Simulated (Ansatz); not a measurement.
# CH₆AlGe radical: a ladder of functionals and wavefunction methods

An exercise on one series of results from a longer session: the logs are not shown, and one member is left open.

Computed with Ansatz 0.2.0, Gaussian basis. Level: functionals in def2-TZVPP, the program's frozen cores in correlated methods.

Levels to be run: LDA (SPW92), PBE-D4, revPBE-D4, BLYP-D4, r2SCAN-D4, B97M-V, PBE0-D4, B3LYP-D4, r2SCANh-D4, r2SCAN0-D4, HSE06-D4, BHLYP-D4, CAM-B3LYP-D4, LC-ωPBE, ωB97X-V, ωB97M-V, B2PLYP, PBE-QIDH; CCSD(T)/def2-SVP; CCSD(T)/def2-TZVPP; MP2/def2-QZVPP; extrapolation to the limit; RPA on PBE.

**Structure used throughout**

An earlier PBE0-D4 in a triple-zeta def2 set relaxation fixed the geometry.

SMILES `[CH3][Al][GeH3]`, 9 atoms, charge 0, spin multiplicity 2.

Atoms are counted from 1 here; the program's logs count them from 0.

Bond lengths: C1–Al2 1.967 Å, C1–H4 1.096 Å, C1–H5 1.091 Å, C1–H6 1.096 Å, Al2–Ge3 2.511 Å, Ge3–H7 1.541 Å, Ge3–H8 1.547 Å, Ge3–H9 1.547 Å. Angles: Al2–C1–H4 109.5°, Al2–C1–H5 114.0°, Al2–C1–H6 109.5°, H4–C1–H5 108.3°, H4–C1–H6 107.0°, H5–C1–H6 108.3°, C1–Al2–Ge3 116.9°, Al2–Ge3–H7 113.6°, Al2–Ge3–H8 111.7°, Al2–Ge3–H9 111.6°, H7–Ge3–H8 106.6°, H7–Ge3–H9 106.6°, H8–Ge3–H9 106.4°.

Geometry (Å):

```xyz
9
CH6AlGe
C    -0.87565    1.33214   -1.11000
Al    0.88192    0.54378   -0.71326
Ge    0.94885   -1.26917    1.02336
H    -1.56525    0.54485   -1.43597
H    -0.85166    2.10719   -1.87799
H    -1.29569    1.76682   -0.19544
H     2.36035   -1.83761    1.26757
H     0.05253   -2.46743    0.63257
H     0.43310   -0.76696    2.39217
```

Set-up of the first run:

The input, in.yaml:

```yaml
crystal:
  periodic: [false, false, false]
  atoms:
    - {symbol: C, position_ang: [-0.875646, 1.332135, -1.110002]}
    - {symbol: Al, position_ang: [0.881920, 0.543783, -0.713261]}
    - {symbol: Ge, position_ang: [0.948850, -1.269175, 1.023361]}
    - {symbol: H, position_ang: [-1.565247, 0.544846, -1.435973]}
    - {symbol: H, position_ang: [-0.851655, 2.107188, -1.877994]}
    - {symbol: H, position_ang: [-1.295687, 1.766820, -0.195437]}
    - {symbol: H, position_ang: [2.360346, -1.837608, 1.267575]}
    - {symbol: H, position_ang: [0.052525, -2.467427, 0.632565]}
    - {symbol: H, position_ang: [0.433095, -0.766962, 2.392166]}
basis:
  gaussian: {orbitals: def2-TZVPP}
magnetization: {spin_polarized: true, initial_magnetization: 1}
hamiltonian: {xc: lda}
output: {orbitals: {seedname: orbitals}}
```

Steps of the session up to this table: LDA; PBE-D4 (GGA); revPBE-D4 (GGA); BLYP-D4 (GGA); r2SCAN-D4 (meta-GGA); B97M-V (meta-GGA); PBE0-D4 (hybrid); B3LYP-D4 (hybrid); r2SCANh-D4 (hybrid); r2SCAN0-D4 (hybrid); HSE06-D4 (hybrid); BHLYP-D4 (hybrid); CAM-B3LYP-D4 (range-separated); LC-ωPBE-D4 (range-separated; the results give it without D4); ωB97X-V (range-separated); ωB97M-V (range-separated); B2PLYP (double hybrid); PBE-QIDH (double hybrid).

One of the session's tables, all rows but one given; the rest of the session is left out.

It belongs to the step «Frontier levels by functional». 

| functional | HOMO (eV) | LUMO (eV) | gap (eV) |
| --- | --- | --- | --- |
| LDA (SPW92) | -4.29 | -3.32 | 0.97 |
| PBE-D4 | -4.31 | -2.97 | 1.34 |
| revPBE-D4 | -4.30 | -2.85 | 1.45 |
| BLYP-D4 | -4.12 | -3.02 | 1.09 |
| r2SCAN-D4 | -4.59 | -2.58 | 2.01 |
| B97M-V | -4.27 | -3.23 | 1.04 |
| PBE0-D4 | -5.24 | -2.19 | 3.05 |
| B3LYP-D4 | -5.01 | -2.57 | 2.44 |
| r2SCANh-D4 | ? | ? | ? |
| r2SCAN0-D4 | -5.44 | -1.99 | 3.45 |
| HSE06-D4 | -4.86 | -2.56 | 2.29 |
| BHLYP-D4 | -6.00 | -1.55 | 4.44 |
| CAM-B3LYP-D4 | -6.35 | -1.43 | 4.92 |
| LC-ωPBE | -7.67 | -0.13 | 7.54 |
| ωB97X-V | -7.22 | -0.59 | 6.63 |
| ωB97M-V | -6.83 | -0.76 | 6.07 |

**Question.** Estimate the row for r2SCANh-D4.

Worked estimate for «HOMO (eV)». Against the share of exact exchange, r2SCAN-D4 (0, -4.59), r2SCAN0-D4 (0.25, -5.44) give a slope of -3.40 per unit share; at 0.1 the line stands at -4.93.

The run gave: HOMO (eV): -4.93; LUMO (eV): -2.34; gap (eV): 2.59. In «HOMO (eV)» the line misses by 0.00.
